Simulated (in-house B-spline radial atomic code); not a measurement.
# Sn⁺ in a hard spherical wall

What does confinement do to Sn⁺? The free system is solved first, then the same system inside hard walls. More than one configuration is followed.

Program: in-house B-spline radial atomic code version 1. Level of theory: Dirac-Coulomb LDA (Slater, VWN5), spherical fractional occupations, Fermi nucleus, basis-set limit. These are calculated values, not measurements, unless marked.

### 1 What is computed

- element: tin (Z = 50)
- charge: +1
- electrons: 49
- configuration: [Kr] 4d10 5s2 5p1
- Hamiltonian: Dirac-Coulomb
- nucleus: Fermi, rms radius 4.652 fm

The outer shells:

[Kr] 4d10 5s2 5p1
```
[Kr] core
4d [↑↓][↑↓][↑↓][↑↓][↑↓]
5s [↑↓]
5p [↑ ][  ][  ]
```

The boxes only draw the filling; these runs are spin-restricted and spherical.

### 2 Reference run without a wall

Input settings:

```ini
Z = 50
electrons = 49.0
configuration = [Kr] 4d10 5s2 5p1
hamiltonian = dirac
method = lda,vwn
spin_polarised = False
nucleus = fermi
rms_radius = 4.6519
mass_number = 120
atomic_mass = 119.902202557
speed_of_light = 137.035999084
```

### 3 Wall at 6.04 bohr, configuration [Kr] 4d10 5s2 5p1

Changes to the settings of step 2:

```diff
@@ -11 +11,2 @@
 speed_of_light = 137.035999084
+wall_radius = 6.04
```

### 4 Wall at 2.82 bohr, configuration [Kr] 4d10 5s2 5p1

Changes to the settings of step 3:

```diff
@@ -11,2 +11,2 @@
 speed_of_light = 137.035999084
-wall_radius = 6.04
+wall_radius = 2.82
```

### 5 Wall at 1.54 bohr, configuration [Kr] 4d10 5s2 5p1

Changes to the settings of step 4:

```diff
@@ -11,2 +11,2 @@
 speed_of_light = 137.035999084
-wall_radius = 2.82
+wall_radius = 1.54
```

### 6 Wall at 6.04 bohr, configuration [Kr] 4d9 4f1 5s2 5p1

Input settings:

```ini
Z = 50
electrons = 49.0
configuration = [Kr] 4d9 4f1 5s2 5p1
hamiltonian = dirac
method = lda,vwn
spin_polarised = False
nucleus = fermi
rms_radius = 4.6519
mass_number = 120
atomic_mass = 119.902202557
speed_of_light = 137.035999084
wall_radius = 6.04
```

### 7 Wall at 2.82 bohr, configuration [Kr] 4d9 4f1 5s2 5p1

Changes to the settings of step 6:

```diff
@@ -11,2 +11,2 @@
 speed_of_light = 137.035999084
-wall_radius = 6.04
+wall_radius = 2.82
```

### 8 Wall at 1.54 bohr, configuration [Kr] 4d9 4f1 5s2 5p1

Changes to the settings of step 7:

```diff
@@ -11,2 +11,2 @@
 speed_of_light = 137.035999084
-wall_radius = 2.82
+wall_radius = 1.54
```

### 9 Wall at 6.04 bohr, configuration [Kr] 4d10 5s2 5f1

Input settings:

```ini
Z = 50
electrons = 49.0
configuration = [Kr] 4d10 5s2 5f1
hamiltonian = dirac
method = lda,vwn
spin_polarised = False
nucleus = fermi
rms_radius = 4.6519
mass_number = 120
atomic_mass = 119.902202557
speed_of_light = 137.035999084
wall_radius = 6.04
```

### 10 Wall at 2.82 bohr, configuration [Kr] 4d10 5s2 5f1

Changes to the settings of step 9:

```diff
@@ -11,2 +11,2 @@
 speed_of_light = 137.035999084
-wall_radius = 6.04
+wall_radius = 2.82
```

### 11 Wall at 1.54 bohr, configuration [Kr] 4d10 5s2 5f1

Changes to the settings of step 10:

```diff
@@ -11,2 +11,2 @@
 speed_of_light = 137.035999084
-wall_radius = 2.82
+wall_radius = 1.54
```

Before running: What do the energy and the highest level do as the wall closes in, and which configuration is lower at each radius?

As calculated:

| configuration | radius (bohr) | energy above the free system (eV) | highest level (eV) |
| --- | --- | --- | --- |
| [Kr] 4d10 5s2 5p1 | 6.04 | 0.337 | -9.803 (5p3/2) |
| [Kr] 4d10 5s2 5p1 | 2.82 | 53.972 | 17.858 (5p3/2) |
| [Kr] 4d10 5s2 5p1 | 1.54 | 1051.77 | 266.22 (5p3/2) |
| [Kr] 4d9 4f1 5s2 5p1 | 6.04 | 42.544 | 3.868 (4f7/2) |
| [Kr] 4d9 4f1 5s2 5p1 | 2.82 | 111.70 | 34.759 (4f7/2) |
| [Kr] 4d9 4f1 5s2 5p1 | 1.54 | 1132.57 | 265.95 (5p3/2) |
| [Kr] 4d10 5s2 5f1 | 6.04 | 29.446 | 18.761 (5f7/2) |
| [Kr] 4d10 5s2 5f1 | 2.82 | 125.20 | 89.317 (5f7/2) |
| [Kr] 4d10 5s2 5f1 | 1.54 | 1148.88 | 360.89 (5f7/2) |

For [Kr] 4d10 5s2 5p1 the energy above the free reference is 0.337 eV at 6.04 bohr and 1051.77 eV at 1.54 bohr. Its highest level passes zero between 6.04 and 2.82 bohr; in smaller spheres the level is positive, pushed up by confinement, and the wall keeps the electron in. Of [Kr] 4d10 5s2 5p1 and [Kr] 4d9 4f1 5s2 5p1, the first stays lower at every radius that both share. At 1.54 bohr the lowest of all 3 is [Kr] 4d10 5s2 5p1. A hard wall is a crude model of an atom's surroundings.
